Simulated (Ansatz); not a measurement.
# Rb3Sn: the cost of one run

Computed with Ansatz 0.2.0 (DFT PBE, scalar-relativistic, plane waves, PAW, unless a step's input says otherwise).

## (1) The starting structure

Symmetry: Fm-3m, No. 225, cubic system. Conventional cell: a = 9.317 Å, b = 9.317 Å, c = 9.317 Å, α = 90.00°, β = 90.00°, γ = 90.00°. Rb (site symmetry -43m) is surrounded by 4 Rb at 4.03 Å and 4 Sn at 4.03 Å. Rb (site symmetry m-3m) has 8 Rb at 4.03 Å as nearest neighbours. Sn (site symmetry m-3m) has 8 Rb at 4.03 Å as nearest neighbours.

Coordinates:

```xyz
4
Lattice="0.0000 4.6586 4.6586 4.6586 0.0000 4.6586 4.6586 4.6586 0.0000" Properties=species:S:1:pos:R:3 pbc="T T T"
Rb    2.3293    2.3293    2.3293
Rb    6.9879    6.9879    6.9879
Rb    4.6586    4.6586    4.6586
Sn    0.0000    0.0000    0.0000
```

This is candidate A: structure listed in a database for this formula (Fm-3m, No. 225).

(A quick probe on a coarse mesh, which set the mesh and smearing, is not shown.)

## (3) Full relaxation (candidate A)

input.yaml

```yaml
crystal:
  lattice:
    - [0.0, 4.658584, 4.658584]
    - [4.658584, 0.0, 4.658584]
    - [4.658584, 4.658584, 0.0]
  atoms:
    - { symbol: Rb, position: [0.25, 0.25, 0.25] }
    - { symbol: Rb, position: [0.75, 0.75, 0.75] }
    - { symbol: Rb, position: [0.5, 0.5, 0.5] }
    - { symbol: Sn, position: [0.0, 0.0, 0.0] }
basis:
  ecutwfc: 420
kpoints:
  mp_grid: { grid: [10, 10, 10] }
hamiltonian:
  xc: pbe
scf:
  occupations: { method: gaussian, width: 0.1 }
output:
  forces: true
  stress: true
  eigenvalues: true
relax:
  adjacent_minimum: "off"
  f_tol: 0.01
  max_steps: 80
  cell: { stress_tol: 0.05 }
```

Run with:

```sh
$ ansatz run input.yaml --threads 1 --pin off --max-ram 2560MiB --backend cpu --events-out ev --progress --plain --runs-dir out
```

Q: Estimate wall time and peak memory on 1 thread of Arm Neoverse V1, shared host.

About 28 s, with a peak of 0.52 GiB.
